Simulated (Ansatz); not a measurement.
## Li2RuN2: projected density of states with PBE+U

Crystal: Li2RuN2.

```
CELL_PARAMETERS angstrom
3.16423 0.00000 0.00000
-1.58212 2.74031 0.00000
0.00000 0.00000 5.21145
ATOMIC_POSITIONS crystal
Ru 0.00000 0.00000 0.00000
N 0.33333 0.66667 0.21301
N 0.66667 0.33333 0.78699
Li 0.33333 0.66667 0.63982
Li 0.66667 0.33333 0.36018
```

The cell comes from a database or a generator and needn't be the stable form of this composition.

```yaml
Program: Ansatz 0.2.0
Task: projected density of states
Functional: PBE
Potentials_or_basis: Ansatz PAW
Cutoff: "420 eV (not typed: the program's choice for these potentials)"
k_mesh: 10 × 10 × 5
Occupations: fermi-dirac, width 0.05 eV
Spin: no spin polarisation
Hubbard_terms: Ru d U = 1 eV
Hubbard_projectors: ortho-atomic (the default)
Double_counting: fll (the default)
```

The pressure is -2.8 GPa. The largest force is 0.148 eV/Å. The band gap on the k mesh is none (metal or under the smearing width) and the density of states at the Fermi level is 2.63 states/eV per cell.

Forces on the atoms (eV/Å):
```
Ru   0.000  0.000  0.000
N    0.000  0.000 -0.148
N    0.000  0.000  0.148
Li   0.000  0.000  0.109
Li   0.000  0.000 -0.109
```

Stress tensor (GPa, compression positive):
```
-2.99  0.00  0.00
 0.00 -2.99  0.00
 0.00  0.00 -2.32
```

Levels at points of the mesh, in eV from the Fermi level:
```
            k point  band 12  band 13  band 14  band 15  band 16  band 17  band 18  band 19  band 20  band 21
 (0.00, 0.00, 0.00)    -1.84    -1.84    -1.15    -1.14    -1.14    -0.32     3.35     3.35     4.46     7.52
(0.00, -0.50, 0.00)    -4.28    -2.67    -2.50    -1.34    -0.65     0.05     3.29     3.63     6.36     8.15
```

States per cell in windows of 1 eV (zero at the Fermi level; states under -8 eV left out):
| from (eV) | total | N 2p | Ru 4d | Li 2s | N 2s | Ru 5s | Li 1s |
| --- | --- | --- | --- | --- | --- | --- | --- |
| -8.0 | 0.00 | 0.00 | 0.00 | 0.00 | 0.00 | 0.00 | 0.00 |
| -7.0 | 0.74 | 0.37 | 0.28 | 0.02 | 0.01 | 0.04 | 0.01 |
| -6.0 | 3.63 | 1.91 | 1.44 | 0.12 | 0.04 | 0.06 | 0.03 |
| -5.0 | 3.23 | 1.92 | 1.09 | 0.06 | 0.05 | 0.05 | 0.01 |
| -4.0 | 1.92 | 1.18 | 0.63 | 0.01 | 0.04 | 0.02 | 0.00 |
| -3.0 | 1.98 | 1.52 | 0.33 | 0.05 | 0.02 | 0.01 | 0.01 |
| -2.0 | 2.23 | 0.94 | 1.16 | 0.03 | 0.04 | 0.04 | 0.00 |
| -1.0 | 2.50 | 0.76 | 1.66 | 0.02 | 0.01 | 0.02 | 0.00 |
| 0.0 | 1.77 | 0.72 | 0.96 | 0.03 | 0.01 | 0.02 | 0.00 |
| 1.0 | 0.00 | 0.00 | 0.00 | 0.00 | 0.00 | 0.00 | 0.00 |
| 2.0 | 1.44 | 0.43 | 0.68 | 0.10 | 0.15 | 0.00 | 0.00 |
| 3.0 | 2.56 | 1.01 | 1.23 | 0.05 | 0.15 | 0.00 | 0.00 |
| 4.0 | 0.19 | 0.02 | 0.01 | 0.06 | 0.03 | 0.00 | 0.00 |
| 5.0 | 1.73 | 0.29 | 0.07 | 0.54 | 0.10 | 0.01 | 0.01 |
| 6.0 | 0.08 | 0.02 | 0.00 | 0.03 | 0.00 | 0.00 | 0.00 |
| 7.0 | 0.33 | 0.03 | 0.00 | 0.08 | 0.04 | 0.06 | 0.00 |

Eigenvalues of the final occupation matrices:
```tsv
site	spin	trace	eigenvalues
site 1	1	3.39	0.49 0.49 0.76 0.82 0.82
```

Run time: 4.1 s on 2 threads of Intel(R) Xeon(R) 6975P-C (Granite Rapids), with other jobs on the host, peak memory 0.47 GiB.

Caveat: the pressure holds a Pulay correction of +0.4 GPa for the finite cutoff; U without spin polarisation on a metal has little footing; the density of states is complete only up to the lowest level of the last band computed.
